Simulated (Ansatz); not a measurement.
**ClFHOSi radical: a rigid scan of the angle H5–O1–Si2**

How does the energy rise as the angle H5–O1–Si2 leaves its equilibrium value, and do density functionals follow CCSD(T)? No other atom is relaxed.

Method: single points in def2-TZVPP; program: Ansatz 0.2.0, Gaussian basis.

Levels: PBE-D4, r2SCAN-D4, PBE0-D4, B3LYP-D4, wB97M-V, Hartree-Fock, MP2, CCSD, CCSD(T). The scan takes 87.9, 95.4, 102.9, 110.4, 117.9, 125.4, 132.9, 140.4, 147.9°.

Cores are frozen in the correlated methods. Orbitals are unrestricted. B3LYP uses VWN-RPA correlation.

18 further runs of the same task are left out: 18 set aside as unsound or not needed.

## Step 1: Starting geometry

SMILES `O[Si](F)Cl`, 5 atoms, charge 0, spin multiplicity 2.

Atoms are counted from 1 here; the program's logs count them from 0.

Bond lengths: O1–Si2 1.623 Å, O1–H5 1.017 Å, Si2–F3 1.593 Å, Si2–Cl4 1.973 Å. Angles: Si2–O1–H5 114.1°, O1–Si2–F3 105.0°, O1–Si2–Cl4 105.4°, F3–Si2–Cl4 106.2°.

Coordinates:

```xyz
5

O     0.3782    1.0845    0.3765
Si    0.1502   -0.5072    0.5949
F     1.0607   -1.2102   -0.5077
Cl   -1.7192   -0.8477    0.0626
H     0.1799    1.4069   -0.5676
```

## Step 2: A first relaxation in a small basis

pre/in.yaml reads:

```yaml
crystal:
  periodic: [false, false, false]
  atoms:
    - {symbol: O, position_ang: [0.378200, 1.084500, 0.376500]}
    - {symbol: Si, position_ang: [0.150200, -0.507200, 0.594900]}
    - {symbol: F, position_ang: [1.060700, -1.210200, -0.507700]}
    - {symbol: Cl, position_ang: [-1.719200, -0.847700, 0.062600]}
    - {symbol: H, position_ang: [0.179900, 1.406900, -0.567600]}
basis:
  gaussian: {orbitals: def2-SVP}
magnetization: {spin_polarized: true, initial_magnetization: 1}
hamiltonian: {xc: pbe, dispersion: d4}
relax: {f_tol: 0.03, max_steps: 250}
```

No record of the launch command was kept for these runs.

The runs that follow: Relaxation at PBE0-D4; Reference energies at the minimum; H5–O1–Si2 = 87.9°; H5–O1–Si2 = 95.4°; H5–O1–Si2 = 102.9°; H5–O1–Si2 = 110.4°; H5–O1–Si2 = 117.9°; H5–O1–Si2 = 125.4°; H5–O1–Si2 = 132.9°; H5–O1–Si2 = 140.4°; H5–O1–Si2 = 147.9°.

What does the calculation give? Wanted: highest point, CCSD(T); lowest point, CCSD(T); minimum along the scan, CCSD(T); RMS deviation from CCSD(T); largest T1 diagnostic.

As calculated:

| quantity | value |
| --- | --- |
| highest point, CCSD(T) | 391 meV at 87.9° |
| lowest point, CCSD(T) | 0 meV at 117.9° |
| minimum along the scan, CCSD(T) | 117.2° |
| curvature there | 0.65 meV/deg² |
| RMS deviation from CCSD(T) | PBE-D4 12, r2SCAN-D4 10, PBE0-D4 11, B3LYP-D4 25, wB97M-V 15, Hartree-Fock 44, MP2 3, CCSD 7 meV |
| largest T1 diagnostic | 0.014 |

A polynomial through the near points puts the CCSD(T) minimum 0.7° below the PBE0-D4 value. Curvature against CCSD(T): PBE-D4 -9 %, Hartree-Fock +3 %. The curve of MP2 lies nearest to CCSD(T), that of Hartree-Fock farthest.
